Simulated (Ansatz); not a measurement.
Write a Python script for Ansatz 0.2.0, Python API that makes a projected density of states of Ca3PbO, space group Pm-3m. Settings: PBEsol, PAW, cutoff 380 eV, 3×3×3 k-points, Fermi-Dirac smearing of 0.1 eV.

```yaml
crystal:
  lattice:
    - [4.84700, 0.00000, 0.00000]
    - [0.00000, 4.84700, 0.00000]
    - [0.00000, 0.00000, 4.84700]
  atoms:
    - { symbol: Ca, position: [0.00000, 0.50000, 0.50000] }
    - { symbol: Ca, position: [0.50000, 0.00000, 0.50000] }
    - { symbol: Ca, position: [0.50000, 0.50000, 0.00000] }
    - { symbol: Pb, position: [0.00000, 0.00000, 0.00000] }
    - { symbol: O, position: [0.50000, 0.50000, 0.50000] }
```

`pdos_ca3pbo.py`
```python
"""Which atoms and shells make the states of Ca3PbO."""

import ansatz as az
import numpy as np

ca3pbo = (
    az.Lattice.cubic(4.847)
    .space_group(221)
    .atom("Ca", [0.0, 0.5, 0.5])
    .atom("Pb", [0.0, 0.0, 0.0])
    .atom("O", [0.5, 0.5, 0.5])
)

calculation = (
    ca3pbo.calculation()
    .functional(az.Functional.PBESOL)
    .basis(380, xc_grid=2)
    .accuracy("medium")
    .kpoints(3)
    .occupations("Fermi-Dirac", width=0.1)
    .eigensolver("davidson", full_accuracy=True)
    .scf(max_iterations=200, extra_bands=16, self_checks="high")
    .density_of_states(projected=True, method="smearing", broadening_width=0.15, energy_step=0.1)
)
out = calculation.run(threads=1, backend="cpu")
report = out.report

dos = out.density_of_states()
energy = np.asarray(dos.energies_ev) - dos.fermi_ev
curves = {}
for site in out.projected_density_of_states().sites:
    for shell in site.shells:
        weight = sum(np.sum(curve.g_bin_mean_per_ev, axis=0) for curve in shell.curves)
        name = f"{site.species} {shell.label}"
        curves[name] = curves.get(name, 0) + weight

print("E-EF   " + " ".join(f"{name:>8s}" for name in curves))
for e in np.arange(-8, 4 + 0.1, 1.0):
    print(f"{e:5.1f}  " + " ".join(f"{np.interp(e, energy, g):8.3f}" for g in curves.values()))
```

Running `python pdos_ca3pbo.py` prints:
```text
DeckWarning: basis.ecutwfc = 380 eV is below the records' recommended 420 eV, and the density's cutoff is lower with it unless basis.ecutrho_ratio is high enough to keep the records' density cutoff: compare with a run at a higher cutoff
E-EF      Ca 3S    Ca 4S    Ca 3P    Pb 6S    Pb 6P    Pb 5D     O 2S     O 2P
 -8.0     0.000    0.015    0.001    0.229    0.001    0.000    0.000    0.000
 -7.0     0.000    0.000    0.000    0.000    0.000    0.000    0.000    0.000
 -6.0     0.000    0.000    0.000    0.000    0.000    0.000    0.000    0.000
 -5.0     0.017    0.611    0.056    0.093    0.165    0.001    0.009    6.571
 -4.0     0.000    0.000    0.003    0.000    0.002    0.000    0.000    0.118
 -3.0     0.014    0.258    0.005    0.028    0.559    0.000    0.025    0.012
 -2.0     0.005    0.334    0.035    0.008    1.794    0.001    0.002    0.172
 -1.0     0.000    0.000    0.014    0.000    3.226    0.000    0.000    0.006
  0.0     0.003    0.218    0.008    0.000    0.699    0.001    0.000    0.026
  1.0     0.006    0.374    0.002    0.129    0.001    0.001    0.018    0.013
  2.0     0.003    1.165    0.016    0.077    0.292    0.005    0.077    0.081
  3.0     0.008    1.098    0.011    0.107    0.042    0.003    0.017    0.079
  4.0     0.005    0.470    0.002    0.003    0.079    0.001    0.042    0.005
```
(Warnings from the package without file and line.)

What to keep in mind:
- The settings weren't tested for convergence.
- The cutoff lies under the one recommended for these potentials.
- Along an axis with an odd division the mesh misses the point at one half; a gap read on a finite mesh is an upper bound on this functional's gap.
- The empty d shell of the heavier alkali and alkaline-earth atoms, which makes much of a conduction band, may have no channel.
- Spin-orbit coupling, which matters for elements this heavy, is left out.
- The starting cell is as deposited in a crystallographic database; the results hold for this polymorph, which needn't be the stable one.
- Curves are summed over the cell's atoms. Only shells that the potentials hold have channels, so projections don't add up to the total, least of all where a shell is missing (p of most metals); heights and places of peaks move with the mesh.
- The computed bands are complete only to about 5.4 eV above the Fermi level; beyond that the density of states is undercounted.
- Processor time in the engine: 2.1 s on 1 thread of Intel(R) Xeon(R) Processor @ 2.30GHz (shared host), peak memory 0.57 GiB.
